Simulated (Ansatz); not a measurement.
# C2H4BFO: up Jacob's ladder to CCSD(T)

The task here is to estimate one member of a computed series from the others.

The runs use Ansatz 0.2.0, Gaussian basis; functionals in def2-TZVPP, the program's frozen cores in correlated methods.

The runs, in order: LDA (SPW92), PBE-D4, revPBE-D4, BLYP-D4, r2SCAN-D4, B97M-V, PBE0-D4, B3LYP-D4, r2SCANh-D4, r2SCAN0-D4, HSE06-D4, BHLYP-D4, CAM-B3LYP-D4, LC-ωPBE, ωB97X-V, ωB97M-V, B2PLYP, PBE-QIDH; CCSD(T)/def2-SVP; CCSD(T)/def2-TZVPP; MP2/def2-QZVPP; extrapolation to the limit; RPA on PBE.

## The relaxed structure

All runs share one geometry, relaxed beforehand with PBE0-D4 in a triple-zeta def2 set.

SMILES `CB(F)C=O`, 9 atoms, charge 0, spin multiplicity 1.

Atoms are counted from 1 here; the program's logs count them from 0.

Bond lengths: C1–B2 1.552 Å, C1–H6 1.090 Å, C1–H7 1.096 Å, C1–H8 1.098 Å, B2–F3 1.319 Å, B2–C4 1.617 Å, C4–O5 1.207 Å, C4–H9 1.117 Å. Angles: B2–C1–H6 113.8°, B2–C1–H7 110.8°, B2–C1–H8 109.1°, H6–C1–H7 109.3°, H6–C1–H8 108.5°, H7–C1–H8 105.0°, C1–B2–F3 121.6°, C1–B2–C4 122.5°, F3–B2–C4 115.9°, B2–C4–O5 122.6°, B2–C4–H9 118.4°, O5–C4–H9 119.0°.

Set-up of the first run:

The input, in.yaml:

```yaml
crystal:
  periodic: [false, false, false]
  atoms:
    - {symbol: C, position_ang: [1.109899, -0.202680, 0.565413]}
    - {symbol: B, position_ang: [0.103715, 0.114454, -0.572414]}
    - {symbol: F, position_ang: [0.508279, 0.380969, -1.798792]}
    - {symbol: C, position_ang: [-1.494673, 0.151230, -0.332002]}
    - {symbol: O, position_ang: [-2.281533, 0.343417, -1.226349]}
    - {symbol: H, position_ang: [2.143077, -0.286445, 0.228172]}
    - {symbol: H, position_ang: [0.825398, -1.120734, 1.091524]}
    - {symbol: H, position_ang: [1.054874, 0.588655, 1.324430]}
    - {symbol: H, position_ang: [-1.880535, -0.015266, 0.703015]}
basis:
  gaussian: {orbitals: def2-TZVPP}
hamiltonian: {xc: lda}
output: {orbitals: {seedname: orbitals}}
```

Launch:

```console
> ansatz run in.yaml --threads 2 --pin off --events-out ev --progress --plain --max-ram 4352MiB
```

Steps of the session up to this table: LDA; PBE-D4 (GGA); revPBE-D4 (GGA); BLYP-D4 (GGA); r2SCAN-D4 (meta-GGA); B97M-V (meta-GGA); B3LYP-D4 (hybrid); r2SCANh-D4 (hybrid); r2SCAN0-D4 (hybrid); HSE06-D4 (hybrid); BHLYP-D4 (hybrid); CAM-B3LYP-D4 (range-separated); LC-ωPBE (range-separated); ωB97X-V (range-separated); ωB97M-V (range-separated); B2PLYP (double hybrid); PBE-QIDH (double hybrid).

One of the session's tables, all rows but one given; the rest of the session is left out.

It belongs to the step «Orbital energies across the functionals». 

```
  functional  HOMO (eV)  LUMO (eV)  gap (eV)
 LDA (SPW92)      -5.75      -3.84      1.92
      PBE-D4      -5.63      -3.56      2.07
   revPBE-D4      -5.57      -3.45      2.12
     BLYP-D4      -5.58      -3.42      2.15
   r2SCAN-D4      -5.93      -3.37      2.56
      B97M-V      -6.09      -3.29      2.80
     PBE0-D4      -7.23      -2.48      4.74
    B3LYP-D4      -7.02      -2.74      4.28
  r2SCANh-D4      -6.53      -2.97      3.56
  r2SCAN0-D4      -7.44      -2.38      5.06
    HSE06-D4      -6.82      -2.87      3.94
    BHLYP-D4          ?          ?         ?
CAM-B3LYP-D4      -8.72      -1.29      7.43
     LC-ωPBE      -9.99      -0.01      9.98
     ωB97X-V      -9.68      -0.10      9.58
     ωB97M-V      -9.60      -0.22      9.39
```

**Question.** Estimate the row for BHLYP-D4.

Worked estimate for «HOMO (eV)». Against the share of exact exchange, BLYP-D4 (0, -5.58), B3LYP-D4 (0.2, -7.02) give a slope of -7.20 per unit share; at 0.5 the line stands at -9.18.

As computed: HOMO (eV): -8.82; LUMO (eV): -1.33; gap (eV): 7.49. In «HOMO (eV)» the line misses by -0.36.
